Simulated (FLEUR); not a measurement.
AgRh: equation of state with r2SCAN

Crystal: AgRh.

```xyz
2
Lattice="2.7776 0.0000 0.0000 -1.3888 2.4055 0.0000 0.0000 0.0000 4.8086" Properties=species:S:1:pos:R:3 pbc="T T T"
Ag    0.0000    0.0000    2.4043
Rh    1.3888    0.8018    0.0000
```

The cell comes from a database or a generator and needn't be the stable form of this composition.

```json
{
 "Program": "FLEUR MaX-R8.1 (later development tree)",
 "Task": "equation of state",
 "Functional": "r2SCAN",
 "Potentials or basis": "all-electron",
 "Basis": "FLAPW",
 "Kmax": "4.15 1/bohr",
 "k mesh": "11 × 11 × 6",
 "Occupations": "fermi-dirac, width 0.05 eV",
 "Spin": "no spin polarisation"
}
```

```
Equilibrium volume                        : 15.41 Å³/atom
Bulk modulus at fixed shape and positions : 176 GPa
```

Energy against volume, from the lowest point:
| volume (Å³/atom) | energy (meV/atom) |
| --- | --- |
| 15.100 | 3.58 |
| 15.421 | 0.00 |
| 16.064 | 13.89 |
| 16.707 | 50.00 |
| 17.028 | 74.67 |

Caveat: the meta-GGA is that of a development version, with a GGA for the radial functions and cores and without core tails; the cell was scaled at fixed shape and fractional positions, which overstates the stiffness of a crystal with free parameters, most of all of layers and chains.
